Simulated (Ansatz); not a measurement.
# CF2I radical: basis-set convergence

An exercise on one series of results from a longer session: the logs are not shown, and one member is left open.

The runs use Ansatz 0.2.0, Gaussian basis; one geometry, several basis sets.

Plan: PBE0-D4/def2-SVP; ωB97M-V/def2-SVP; PBE0-D4/def2-QZVPP; ωB97M-V/def2-QZVPP; the functionals' def2-TZVPP values are taken from earlier runs.

**The geometry**

An earlier PBE0-D4 in a triple-zeta def2 set relaxation fixed the geometry. I takes the def2 core potential; no spin-orbit term is included.

SMILES `F[C](F)I`, 4 atoms, charge 0, spin multiplicity 2.

Atoms are counted from 1 here; the program's logs count them from 0.

Bond lengths: F1–C2 1.314 Å, C2–F3 1.314 Å, C2–I4 2.114 Å. Angles: F1–C2–F3 109.8°, F1–C2–I4 114.8°, F3–C2–I4 114.8°.

Geometry (Å):

```xyz
4

F     1.21148    0.08440    0.64591
C    -0.05261   -0.09919    0.33977
F    -0.25280   -1.35542    0.01239
I    -0.85057    1.30990   -1.01847
```

The first run:

in.yaml

```yaml
crystal:
  periodic: [false, false, false]
  atoms:
    - {symbol: F, position_ang: [1.211479, 0.084403, 0.645909]}
    - {symbol: C, position_ang: [-0.052610, -0.099188, 0.339772]}
    - {symbol: F, position_ang: [-0.252798, -1.355416, 0.012391]}
    - {symbol: I, position_ang: [-0.850572, 1.309900, -1.018473]}
basis:
  gaussian: {orbitals: def2-SVP}
magnetization: {spin_polarized: true, initial_magnetization: 1}
hamiltonian: {xc: pbe0, dispersion: d4}
output: {orbitals: {seedname: orbitals}}
```

Among the steps run: PBE0-D4 in def2-SVP; ωB97M-V in def2-SVP; PBE0-D4 in def2-QZVPP; ωB97M-V in def2-QZVPP.

One of the session's tables, all rows but one given; the rest of the session is left out.

It belongs to the step «Density functionals: the series». 

```
functional       basis  HOMO (eV)  LUMO (eV)
   PBE0-D4    def2-SVP      -6.85      -2.50
   PBE0-D4  def2-TZVPP      -6.95      -2.63
   PBE0-D4  def2-QZVPP      -6.98      -2.66
   ωB97M-V    def2-SVP          ?          ?
   ωB97M-V  def2-TZVPP      -8.89      -0.77
   ωB97M-V  def2-QZVPP      -8.92      -0.81
```

Q: Estimate the row for ωB97M-V, def2-SVP from the others.

**Answer.** HOMO (eV): -8.77; LUMO (eV): -0.52. In the column «HOMO (eV)» it lies between ωB97M-V, def2-TZVPP (-8.89) and PBE0-D4, def2-QZVPP (-6.98).
